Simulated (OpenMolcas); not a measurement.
# BH2Br− (SMILES [BH2-]Br): levels of theory compared

We compute a comparison of 6 runs (UHF/STO-3G, UHF/def2-SVP, UB3LYP/6-31G*, UPBE0/def2-SVP, ROCCSD/6-31G*) of BH2Br−. 

The results are computed with OpenMolcas 26.06.

3 further runs of the same task are left out: 1 that didn't finish, 2 set aside as unsound or not needed.

## (1) The system as given

The species is BH2Br− (4 atoms), meant as a doublet with charge -1. As SMILES, `[BH2-]Br`. The shape is that of a GFN2-xTB optimisation.

Bond lengths: B1–Br2 2.076 Å, B1–H3 1.213 Å, B1–H4 1.213 Å. Angles: Br2–B1–H3 109.1°, Br2–B1–H4 109.1°, H3–B1–H4 115.9°.

## (2) Energy and gradient at UHF/STO-3G (run 1)

Contents of run.input:

```
* BBrH2 Hartree-Fock
>>> EXPORT MOLCAS_PRINT=2
&GATEWAY
BASLIB=$CurrDir
COORD
4
bohr
B     -0.71917307     0.28126684     0.00330702
Br     2.91029162     1.09768521     1.25012942
H     -1.45552375    -1.62835810     1.03471954
H     -0.73559479     0.24940605    -2.28815598
BASIS=STO-3G
GROUP=NoSym
&SEWARD
&SCF
UHF
CHARGE=-1
SPIN=2
THRESHOLDS=1e-10 1e-07 1e-07 1e-05
PRORBITALS=1 1
&ALASKA
```

The basis set STO-3G is read from a file made from the Basis Set Exchange's data (not shown).

On the command line:

```sh
export MOLCAS_MEM=1860
pymolcas run.input > run.log
```

Log:

```text
--- Start Module: gateway ---
[...]
--- Stop Module: gateway /rc=_RC_ALL_IS_WELL_ ---
[...]
      Basis functions           25
[...]
--- Start Module: scf ---
[...]
       Convergence after  14 Iterations
[...]
::    Total SCF energy                              -2570.0583772007
[...]
      Total spin, S                                     0.5030757544
[...]
      Total electronic charge=   43.000000
      Total            charge=   -1.000000
[...]
      Dipole Moment (debye):
      Origin of the operator (angstrom)=    1.2636    0.5084    0.5608
                   X=  3.8743E+00               Y=  1.3211E+00               Z=  1.5851E+00           Total=  4.3896E+00
      Center of Charge (angstrom)
[...]
--- Stop Module: scf /rc=_RC_ALL_IS_WELL_ ---
--- Start Module: alaska ---
[...]
 *              Molecular gradients               *
 **************************************************
  Irreducible representation: a
 ------------------------------------------------------------------------------------------
                              X                       Y                       Z
 ------------------------------------------------------------------------------------------
  B1               -1.52551806178280E-03    1.82636617375712E-02    9.98092878704648E-03
  BR2               8.04086092845324E-03    1.50724872554386E-03    2.57547703845074E-03
  H3               -7.53555969679853E-03   -2.10119653715206E-02    1.33878831113086E-02
  H4                1.02021683012388E-03    1.24105490840293E-03   -2.59442889367998E-02
 ------------------------------------------------------------------------------------------
--- Stop Module: alaska /rc=_RC_ALL_IS_WELL_ ---
[...]
```

It took 1.8 s on 1 thread of Arm Neoverse V2, shared host; peak memory 0.37 GiB.

## (3) Energy and gradient at UHF/def2-SVP (run 2)

Contents of input.xyz:

```xyz
4

B     -0.380570     0.148840     0.001750
Br     1.540060     0.580870     0.661540
H     -0.770230    -0.861690     0.547550
H     -0.389260     0.131980    -1.210840
```

Contents of run.input:

```
* BBrH2 Hartree-Fock
>>> EXPORT MOLCAS_PRINT=2

&GATEWAY
 BasLib = $CurrDir
 Coord = input.xyz
 Basis = def2-SVP
 Group = NoSym

&SEWARD

&SCF
 UHF
 Charge = -1
 Spin = 2
 Thresholds = 1e-10 1e-07 1e-07 1e-05
 PrOrbitals = 1 2

&ALASKA
```

The basis set def2-SVP is read from a file made from the Basis Set Exchange's data (not shown).

On the command line:

```sh
export MOLCAS_MEM=1860
pymolcas run.input > run.log
```

Log:

```text
--- Start Module: gateway ---
[...]
--- Stop Module: gateway /rc=_RC_ALL_IS_WELL_ ---
[...]
      Basis functions           56
[...]
--- Start Module: scf ---
[...]
       Convergence after  18 Iterations
[...]
::    Total SCF energy                              -2597.9265360646
[...]
      Total spin, S                                     0.5030914792
[...]
      Total electronic charge=   43.000000
      Total            charge=   -1.000000
[...]
      Dipole Moment (debye):
      Origin of the operator (angstrom)=    1.2636    0.5084    0.5608
                   X=  4.2767E+00               Y=  7.4726E-01               Z=  1.3478E+00           Total=  4.5459E+00
      Center of Charge (angstrom)
[...]
--- Stop Module: scf /rc=_RC_ALL_IS_WELL_ ---
[...]
--- Start Module: alaska ---
[...]
 *              Molecular gradients               *
 **************************************************
  Irreducible representation: a
 ------------------------------------------------------------------------------------------
                              X                       Y                       Z
 ------------------------------------------------------------------------------------------
  B1                6.50933157682587E-03    5.14921551031577E-03    4.30550908104088E-03
  BR2              -1.06293260965664E-02   -3.64454082288912E-03   -4.37154916081273E-03
  H3                2.75945957453994E-03    1.09437542641189E-03   -3.25462159024603E-03
  H4                1.36053494517618E-03   -2.59905011382813E-03    3.32066167000455E-03
 ------------------------------------------------------------------------------------------
--- Stop Module: alaska /rc=_RC_ALL_IS_WELL_ ---
[...]
```

It took 3.3 s on 1 thread of Arm Neoverse V2, shared host; peak memory 0.39 GiB.

Run 3 isn't shown in full; the table further down has it.

## (4) Energy and gradient at UB3LYP/6-31G(d) (Cartesian functions) (run 4)

Contents of struct.xyz:

```xyz
4

B     -0.380570     0.148840     0.001750
Br     1.540060     0.580870     0.661540
H     -0.770230    -0.861690     0.547550
H     -0.389260     0.131980    -1.210840
```

Contents of run.inp:

```
&GATEWAY
BasLib
$CurrDir
Coord
struct.xyz
Basis
6-31Gs
Group
NoSym
&SEWARD
GridInput
Grid=UltraFine
End of Grid
&SCF
UHF
Charge
-1
Spin
2
KSDFT
B3LYP
Thresholds
1e-10 1e-07 1e-07 1e-05
PrOrbitals
1 1
&ALASKA
```

The basis set 6-31G* is read from a file made from the Basis Set Exchange's data (not shown).

On the command line:

```sh
export MOLCAS_MEM=1860
pymolcas run.inp > run.log
```

Log:

```text
--- Start Module: gateway ---
[...]
--- Stop Module: gateway /rc=_RC_ALL_IS_WELL_ ---
[...]
      Basis functions           54
[...]
--- Start Module: scf ---
[...]
       Convergence after  18 Iterations
[...]
::    Total KS-DFT energy                           -2599.9422451612
[...]
      Total spin, S                                     0.5010341123
[...]
      Total electronic charge=   43.000000
      Total            charge=   -1.000000
[...]
      Dipole Moment (debye):
      Origin of the operator (angstrom)=    1.2636    0.5084    0.5608
                   X=  3.8359E+00               Y=  8.0252E-01               Z=  1.2836E+00           Total=  4.1238E+00
      Center of Charge (angstrom)
[...]
--- Stop Module: scf /rc=_RC_ALL_IS_WELL_ ---
[...]
--- Start Module: alaska ---
[...]
 *              Molecular gradients               *
 **************************************************
  Irreducible representation: a
 ------------------------------------------------------------------------------------------
                              X                       Y                       Z
 ------------------------------------------------------------------------------------------
  B1                8.29168423049076E-03    7.04062440475350E-03    5.76039487052871E-03
  BR2              -9.86776519815891E-03   -3.05103000722706E-03   -3.86998263708271E-03
  H3                1.06818069597026E-03   -1.24438695910500E-03   -2.29116315426081E-03
  H4                5.07900271735306E-04   -2.74520743842294E-03    4.00750920817039E-04
 ------------------------------------------------------------------------------------------
--- Stop Module: alaska /rc=_RC_ALL_IS_WELL_ ---
[...]
```

Run time: 14 s. Hardware: 1 thread of Arm Neoverse V2, shared host; peak memory 0.39 GiB.

Run 5 isn't shown in full; the table further down has it.

## (5) A single-point energy at ROCCSD/6-31G(d) (spherical functions) (run 6)

Contents of geom.xyz:

```xyz
4

B     -0.380570     0.148840     0.001750
Br     1.540060     0.580870     0.661540
H     -0.770230    -0.861690     0.547550
H     -0.389260     0.131980    -1.210840
```

Contents of calc.input:

```
* BBrH2 CCSD
&GATEWAY
BasLib=$CurrDir
Coord=geom.xyz
Basis=6-31Gs
Group=NoSym
&SEWARD
&SCF
UHF
Charge=-1
Spin=2
Thresholds=1e-10 1e-07 1e-07 1e-05
PrOrbitals=1
&RASSCF
FileOrb=$Project.UnaOrb
Spin=2
Nactel=1 0 0
Inactive=21
Ras2=1
OutOrbitals=Canonical
OrbListing=Few
&MOTRA
JobIph
Frozen=10
&CCSDT
CCSD
Iterations=80
Accuracy=1e-08
Extrapolation=5 4
```

The basis set 6-31G* is read from a file made from the Basis Set Exchange's data (not shown).

On the command line:

```sh
export MOLCAS_MEM=1860
pymolcas calc.input > calc.log
```

Log:

```text
--- Start Module: gateway ---
[...]
--- Stop Module: gateway /rc=_RC_ALL_IS_WELL_ ---
[...]
      Basis functions           50
[...]
       Convergence after  19 Iterations
[...]
::    Total SCF energy                              -2597.9431786109
[...]
      Total spin, S                                     0.5031659049
[...]
      Number of active orbitals                  1
[...]
      Spin quantum number                      0.5
[...]
      Active orbitals                            1
[...]
      Number of CSFs                             1
[...]
      Number of root(s) required                 1
[...]
      Convergence after  7 iterations
[...]
      printout of CI-coefficients larger than  0.05 for root  1
      energy=   -2597.941406
      conf/sym  1     Coeff  Weight
             1  u   1.00000 1.00000
      Natural orbitals and occupation numbers for root  1
      sym 1:   1.000000
      ************************************************************************************************************************
      *                                                    Final results                                                     *
[...]
::    RASSCF root number  1 Total energy:  -2597.94140629
[...]
      Total electronic charge=   43.000000
      Total            charge=   -1.000000
[...]
      Dipole Moment (debye):
      Origin of the operator (angstrom)=    1.2636    0.5084    0.5608
                   X=  3.5557E+00               Y=  8.5389E-01               Z=  1.2520E+00           Total=  3.8652E+00
      Center of Charge (angstrom)
[...]
--- Start Module: motra ---
[...]
      *** WARNING: Default frozen orbitals is overwritten by user input.
      *** Default values:  15
[...]
--- Stop Module: motra /rc=_RC_ALL_IS_WELL_ ---
--- Start Module: ccsdt ---
[...]
      Convergence after                    17  Iterations
      Total energy (diff) :   -2598.28459999       0.00000000
[...]
--- Stop Module: ccsdt /rc=_RC_ALL_IS_WELL_ ---
[...]
```

It took 5.7 s on 1 thread of Arm Neoverse V2, shared host; peak memory 0.38 GiB.

## (6) The series

```csv
run,level,integration grid,Cartesian functions,energy (Eh),HOMO energy (eV),LUMO energy (eV),⟨S²⟩,wall time
1,UHF/STO-3G,–,no,-2570.058377,1.79,17.74,0.756,1.8 s
2,UHF/def2-SVP,–,no,-2597.926536,-1.54,9.29,0.756,3.3 s
3,UB3LYP/6-31G* (spherical functions),UltraFine,no,-2599.933035,1.95,5.75,0.752,13 s
4,UB3LYP/6-31G* (Cartesian functions),UltraFine,yes,-2599.942245,1.95,5.74,0.752,14 s
5,UPBE0/def2-SVP,UltraFine,no,-2599.544979,1.38,5.51,0.753,14 s
6,ROCCSD/6-31G* (spherical functions),–,no,-2598.284600,–,–,–,5.7 s
```

## (7) Results

| quantity | value |
| --- | --- |
| run 6: total energy | -2598.28460 Eh |

What this shows: Totals of different functionals can't be ranked against each other. In runs 1, 3, 4, 5 the HOMO lies above zero, so the outermost electron may be held by the basis alone. In run 1 the basis is minimal, so the values are rough. All runs together took 53 s, the longest 14 s.
